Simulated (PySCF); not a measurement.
# C4H9NSi2: the cost of one run

Programs: PySCF 2.14.0, with density-fitted response routines of our own. Each step states its level of theory. These are calculated values for one molecule in the gas phase, unless marked as measured. Atoms count from 0, in the outputs and in this text.

## (1) Starting geometry

16 atoms, charge 0, multiplicity 1; geometry from: GFN2-xTB.

Bonds of the start (Å): N0–C1 1.15, C1–Si2 1.87, Si2–C3 1.92, C3–C4 1.53, C4–C5 1.53, C5–Si6 1.92, Si6–Si2 2.32, Si2–H7 1.47, C3–H8 1.09, C3–H9 1.09, C4–H10 1.09, C4–H11 1.09, C5–H12 1.09, C5–H13 1.09, Si6–H14 1.47, Si6–H15 1.47.

## (2) Ultraviolet spectrum: PBE0/def2-SVPD

The job: settings as JSON, then the geometry in Å.

```
{"job": {"kind": "uv", "xc": "PBE0", "basis": "def2-SVPD", "nstates": 8, "ntriplets": 3}, "charge": 0, "multiplicity": 1}
N      3.439227     0.768327    -1.367801
C      2.622565     0.656760    -0.570608
Si     1.253266     0.518658     0.694583
C      0.475973    -1.222748     0.492541
C     -0.682241    -1.127807    -0.504165
C     -1.652349    -0.001869    -0.137116
Si    -0.680005     1.636055     0.067264
H      1.954780     0.664702     1.976596
H      1.190575    -1.974897     0.157679
H      0.091401    -1.562071     1.457029
H     -0.280265    -0.943993    -1.504993
H     -1.216577    -2.082195    -0.541430
H     -2.434233     0.068495    -0.893238
H     -2.150664    -0.255348     0.801507
H     -0.618320     2.366647    -1.202721
H     -1.320730     2.500229     1.063461
```

Level: TDDFT PBE0/def2-SVPD, vertical, gas phase, core orbitals frozen in the response.

On the command line:

```console
$ OMP_NUM_THREADS=1 python probes_run.py task.json out
```

One launch serves the whole session: the jobs run in the order shown.

**Question.** How long does this job take on 1 thread of Arm Neoverse V1, shared host, and how much memory does it need?

About 52 s, with a peak of 0.87 GiB.
